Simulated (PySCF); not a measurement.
# C5H8GaN: the cost of one run

Computed with PySCF 2.14.0, with density-fitted response routines of our own, on a single molecule, in the gas phase or a continuum. Atoms count from 0, in the outputs and in this text.

## (1) The starting structure

15 atoms, charge 0, multiplicity 1; geometry from: UFF. The atoms were then displaced at random by about 0.03 Å, so the start is not that level's minimum.

Bonds of the start (Å): Ga0–N1 2.00, N1–C2 1.39, C2–C3 1.24, C3–C4 1.47, C4–C5 1.37, C5–C6 1.44, C6–N1 1.34, Ga0–H7 1.54, Ga0–H8 1.64, Ga0–H9 1.62, C2–H10 1.10, C3–H11 1.12, C4–H12 1.16, C5–H13 1.11, C6–H14 1.09.

## (2) Geometry optimisation at PBE0-D3(BJ)/def2-SVP

Job settings and geometry (Å):

```
{"job": {"xc": "PBE0", "basis": "def2-SVP", "d3": "d3bj", "grid": 1, "shake": 0.03, "kind": "geom"}, "charge": 0, "multiplicity": 1}
Ga     2.524590    -0.054510     0.205690
N      0.533650    -0.010750     0.013290
C     -0.181200     1.174180    -0.151420
C     -1.414520     1.195150    -0.237460
C     -2.218760    -0.039570    -0.200970
C     -1.521410    -1.200980    -0.015850
C     -0.087420    -1.190860     0.090020
H      3.116740    -1.333290    -0.407690
H      3.059950     1.284560    -0.572120
H      2.847530     0.156740     1.778130
H      0.391840     2.111040    -0.138980
H     -2.031320     2.124590    -0.326500
H     -3.374750     0.002150    -0.274520
H     -2.090750    -2.148900     0.062820
H      0.413050    -2.145650     0.219570
```

Started as:

```console
$ OMP_NUM_THREADS=1 python probes_run.py task.json out
```

This one command runs all jobs of the session in turn.

**Question.** How long does this first job take on 1 thread of Arm Neoverse V1, shared host, and how much memory does it need?

About 2 min, with a peak of 0.63 GiB.
